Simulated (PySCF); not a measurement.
# C3H9PSi: the cost of one run

Computed with PySCF 2.14.0, with density-fitted response routines of our own, on a single molecule in the gas phase. Atoms count from 0, in the outputs and in this text.

### 1 The molecule as given

14 atoms, charge 0, multiplicity 1; geometry from: GFN2-xTB. The atoms were then displaced at random by about 0.01 Å, so the start is not that level's minimum.

Bonds of the start (Å): P0–Si1 2.27, Si1–C2 1.90, C2–C3 1.48, C3–C4 1.48, C4–C2 1.50, P0–H5 1.40, P0–H6 1.38, Si1–H7 1.47, Si1–H8 1.48, C2–H9 1.07, C3–H10 1.05, C3–H11 1.10, C4–H12 1.07, C4–H13 1.10.

### 2 Relaxing the molecule at PBE0-D3(BJ)/def2-SVP

Job settings and geometry (Å):

```
{"job": {"xc": "PBE0", "basis": "def2-SVP", "d3": "d3bj", "grid": 1, "shake": 0.01, "kind": "geom"}, "charge": 0, "multiplicity": 1}
P      1.871820    -1.871240     0.953300
Si     1.000190    -0.532860    -0.659630
C     -0.825840    -0.228310    -0.247710
C     -1.459550     1.025550    -0.713490
C     -1.186480     0.845350     0.728390
H      1.883800    -0.859010     1.921070
H      3.180370    -1.628930     0.598320
H      1.146470    -1.247160    -1.933260
H      1.693900     0.770180    -0.757040
H     -1.429920    -1.116090    -0.197660
H     -0.924090     1.738180    -1.263410
H     -2.516240     0.955650    -1.022310
H     -0.425980     1.467550     1.156770
H     -2.015620     0.666060     1.428910
```

On the command line:

```console
$ OMP_NUM_THREADS=1 python probes_run.py task.json out
```

The driver reads the jobs from task.json and runs them one after another.

**Question.** How long does this first job take on 1 thread of Arm Neoverse V2, shared host, and how much memory does it need?

About 21 s, with a peak of 0.49 GiB.
